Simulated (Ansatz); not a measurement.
# C₂H₇BTe: a ladder of functionals and wavefunction methods

An exercise on one series of results from a longer session: the logs are not shown, and one member is left open.

Computed with Ansatz 0.2.0, Gaussian basis. Level: functionals in def2-TZVPP, the program's frozen cores in correlated methods.

The runs, in order: PBE-D4, r2SCAN-D4, PBE0-D4, B3LYP-D4, ωB97X-V, ωB97M-V, B2PLYP; CCSD(T)/def2-TZVPP; MP2/def2-QZVPP; extrapolation to the limit.

### The geometry

The geometry comes from an earlier relaxation with PBE0-D4 in a triple-zeta def2 set; it is a stationary point, not always the lowest conformer. Te takes the def2 core potential; no spin-orbit term is included.

11 atoms, charge 0, spin multiplicity 1.

Atoms are counted from 1 here; the program's logs count them from 0.

Bond lengths: B1–C2 1.544 Å, B1–Te4 2.421 Å, B1–H5 1.197 Å, B1–H6 1.200 Å, C2–C3 1.505 Å, C2–Te4 2.225 Å, C2–H7 1.089 Å, C3–H8 1.092 Å, C3–H9 1.092 Å, C3–H10 1.096 Å, Te4–H11 1.657 Å. Angles: C2–B1–Te4 63.9°, C2–B1–H5 120.5°, C2–B1–H6 118.3°, Te4–B1–H5 106.6°, Te4–B1–H6 105.3°, H5–B1–H6 120.6°, B1–C2–C3 122.9°, B1–C2–Te4 77.6°, B1–C2–H7 118.4°, C3–C2–Te4 111.4°, C3–C2–H7 113.6°, Te4–C2–H7 104.0°, C2–C3–H8 113.3°, C2–C3–H9 111.6°, C2–C3–H10 108.2°, H8–C3–H9 108.8°, H8–C3–H10 107.8°, H9–C3–H10 106.9° and more.

Set-up of the first run:

Contents of in.yaml:

```yaml
crystal:
  periodic: [false, false, false]
  atoms:
    - {symbol: B, position_ang: [-0.622506, 1.061915, -0.604327]}
    - {symbol: C, position_ang: [0.312992, -0.114219, -0.252034]}
    - {symbol: C, position_ang: [1.044854, -0.212761, 1.059583]}
    - {symbol: Te, position_ang: [-1.700482, -1.052638, -0.129030]}
    - {symbol: H, position_ang: [-0.868810, 1.321695, -1.746178]}
    - {symbol: H, position_ang: [-0.967847, 1.798391, 0.278216]}
    - {symbol: H, position_ang: [0.802802, -0.648379, -1.064980]}
    - {symbol: H, position_ang: [1.318507, -1.235866, 1.325403]}
    - {symbol: H, position_ang: [0.465283, 0.220478, 1.878045]}
    - {symbol: H, position_ang: [1.968616, 0.370844, 0.980245]}
    - {symbol: H, position_ang: [-1.688110, -1.566362, -1.704243]}
basis:
  gaussian: {orbitals: def2-TZVPP}
hamiltonian: {xc: pbe, dispersion: d4}
output: {forces: true, orbitals: {seedname: orbitals}}
```

The run is started by

```sh
> ansatz run in.yaml --threads 4 --pin off --events-out ev --progress --plain --max-ram 10444MiB
```

Steps of the session up to this table: PBE-D4 (GGA); r2SCAN-D4 (meta-GGA); PBE0-D4 (hybrid); B3LYP-D4 (hybrid); ωB97X-V (range-separated); ωB97M-V (range-separated); B2PLYP (double hybrid); CCSD(T) in def2-TZVPP; MP2 in def2-QZVPP.

One table of the session follows, with a row left open; its other results are not shown here.

It belongs to the step «Atomisation energies». 

| method | atomisation energy (eV) |
| --- | --- |
| PBE-D4 | 40.476 |
| r2SCAN-D4 | 39.906 |
| PBE0-D4 | 39.985 |
| B3LYP-D4 | 39.821 |
| ωB97X-V | 39.723 |
| ωB97M-V | 39.718 |
| B2PLYP | 39.324 |
| HF/def2-TZVPP | ? |
| MP2/def2-TZVPP | 39.201 |
| CCSD/def2-TZVPP | 38.283 |
| CCSD(T)/def2-TZVPP | 38.856 |
| MP2/CBS | 40.159 |
| CCSD(T)/CBS | 39.814 |

Estimate the missing values for HF/def2-TZVPP.

**Answer.** atomisation energy (eV): 29.591. In the column «atomisation energy (eV)» it is the lowest.

To keep in mind: Free atoms (1 B, 2 C, 1 Te, 7 H) were run apart at each level; the atomisation energy is their sum less the molecule, without zero-point or spin-orbit terms.
